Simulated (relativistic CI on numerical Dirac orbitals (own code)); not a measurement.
# Nd XXII (Nd²¹⁺): levels and lines

What are the lowest levels and the strongest lines of Nd²¹⁺? One CI run answers it; further runs change one setting each.

Method: Dirac-Coulomb-Breit CI, KLI orbitals optimised for each configuration, model QED (radiative potential, 1s self-energy scaled to tabulated hydrogen-like ionisation energies). Code: relativistic CI on numerical Dirac orbitals (own code) version 4.

**1. The atom as given**

| Item | Value |
| --- | --- |
| ion | Nd²¹⁺ (Nd XXII) |
| nuclear charge | 60 |
| electrons | 39 |
| isotope | A = 142 |
| first configuration typed | [Kr] 4d3 |

Outer shells as boxes (Hund's rule):

first configuration typed
```
[Kr] core
4d [↑ ][↑ ][↑ ][  ][  ]
```

**2. Base run**

Input settings:

```ini
atom Nd  Z=60  charge=21  electrons=39
nucleus A=142  rms_radius_fm=4.9123
hamiltonian dirac-coulomb  breit=on  qed=on  c_scale=1
orbitals kli  potential=per-configuration
slater_scale 1
correlation none
mixing on
configurations
  [Kr] 4d3
  [Ar] 3d10 4s2 4p5 4d4
  [Kr] 4d2 4f
  [Ar] 3d10 4s 4p6 4d4
  [Kr] 4d2 5s
  [Ar] 3d10 4s 4p6 4d3 4f
  [Kr] 4d2 5p
  [Kr] 4d 4f 5s
  [Kr] 4d2 5d
  [Ar] 3d10 4s2 4p5 4d3 5s
  [Kr] 4d 4f2
  [Kr] 4f3
  [Kr] 4f2 5s
  [Ar] 3d10 4s 4p6 4d 4f3
  [Kr] 4f2 5p
  [Kr] 4d 5s2
  [Kr] 4f 5s2
  [Ar] 3d10 4s 4p6 4d 4f 5s2
  [Kr] 5s2 5p
end
```

Started as:

```
$ python run_levels.py task.json out
```

One command runs all members of the session, one after another, from task.json.

**3. Correlation estimate p86**

Changes to the settings of step 2:

```diff
@@ -5,3 +5,3 @@
 slater_scale 1
-correlation none
+correlation p86
 mixing on
```

**4. One common potential**

Changes to the settings of step 3:

```diff
@@ -3,5 +3,5 @@
 hamiltonian dirac-coulomb  breit=on  qed=on  c_scale=1
-orbitals kli  potential=per-configuration
+orbitals kli  potential=mean
 slater_scale 1
-correlation p86
+correlation none
 mixing on
```

**5. The first configuration alone**

Input settings:

```ini
atom Nd  Z=60  charge=21  electrons=39
nucleus A=142  rms_radius_fm=4.9123
hamiltonian dirac-coulomb  breit=on  qed=on  c_scale=1
orbitals kli  potential=per-configuration
slater_scale 1
correlation none
mixing on
configurations
  [Kr] 4d3
end
```

(Steps that only read results are left out.)

**Question.** What will these runs give? Wanted: lowest level; first excitation; lowest level of the other parity; fastest E1 line; ionisation energy.

As calculated:

| run | time | mean size of shift, levels followed (cm⁻¹) | lowest level | ionisation energy (eV) |
| --- | --- | --- | --- | --- |
| main run | 1.5 s | 0 | 4d3 4F3/2 | 638.56 |
| correlation estimate p86 | 1.5 s | 1.5 | 4d3 4F3/2 | 640.39 |
| one common potential | 1 s | 4.3 | 4d3 4F3/2 | - |
| the first configuration alone | 0.056 s | 2000 | 4d3 4F3/2 | - |

The tabulated theoretical ionisation energy (NIST) is 638 eV.

```
                                                                         quantity                                          value
                                                                     lowest level                                      4d3 4F3/2
                                                                 first excitation                          4d3 4F5/2, 27267 cm⁻¹
                                                 lowest level of the other parity  4p5 4d4 [4p3/2^3 4d3/2^4] J=3/2°, 820403 cm⁻¹
                                                              levels in the model                                           2172
fastest E1 line (by rate) to the lowest level among the lowest 200 of 2172 levels            11.08 nm, from 4p5 4d4 4G°5/2 + 4F°
                                                                ionisation energy                                      638.56 eV
                                  ionisation energy, tabulated theoretical (NIST)                                         638 eV
```

**Reading.** The lowest level is 4d3 4F3/2, 72 % pure in LS and 84 % in jj coupling; over the low levels the means are 71 and 82 %, so jj coupling describes them better. The ionisation energy agrees with the tabulated theoretical value within its uncertainty of 4 eV. The largest mover is «the first configuration alone» (2000 cm⁻¹ on average). Lifetimes count radiative decay inside the model alone.
